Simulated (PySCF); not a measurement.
# CH9NSeSi2: the cost of one run

Computed with PySCF 2.14.0, with density-fitted response routines of our own, on a single molecule in the gas phase. Atoms are numbered from 0 throughout.

## (1) Starting geometry

14 atoms, charge 0, multiplicity 1; geometry from: GFN2-xTB.

Bonds of the start (Å): C0–N1 1.44, N1–Si2 1.70, Si2–Se3 2.29, Se3–Si4 2.27, C0–H5 1.09, C0–H6 1.09, C0–H7 1.09, N1–H8 1.01, Si2–H9 1.46, Si2–H10 1.47, Si4–H11 1.46, Si4–H12 1.45, Si4–H13 1.46.

## (2) Geometry optimisation at PBE0-D3(BJ)/def2-SVP

Job settings and geometry (Å):

```
{"job": {"xc": "PBE0", "basis": "def2-SVP", "d3": "d3bj", "grid": 1, "kind": "geom"}, "charge": 0, "multiplicity": 1}
C     -2.837550    -0.608950     0.068860
N     -1.682960     0.252050     0.076380
Si    -0.080690    -0.307680    -0.050580
Se     1.157580     1.618040     0.093550
Si     3.247010     0.757850    -0.111520
H     -3.686790    -0.098600    -0.388230
H     -3.125690    -0.926100     1.076230
H     -2.608920    -1.496900    -0.515860
H     -1.858610     1.148030     0.507480
H      0.131370    -0.918380    -1.363360
H      0.400940    -1.215760     0.999860
H      3.297960    -0.048950    -1.325670
H      4.120150     1.918490    -0.180840
H      3.524850    -0.074100     1.054410
```

The run is started by

```
> OMP_NUM_THREADS=1 python probes_run.py task.json out
```

One launch serves the whole session: the jobs run in the order shown.

Q: Estimate the wall time and peak memory of this first job on 1 thread of Intel Xeon Platinum 8259CL at 2.50GHz, shared host.

About 3.5 min, with a peak of 0.59 GiB.
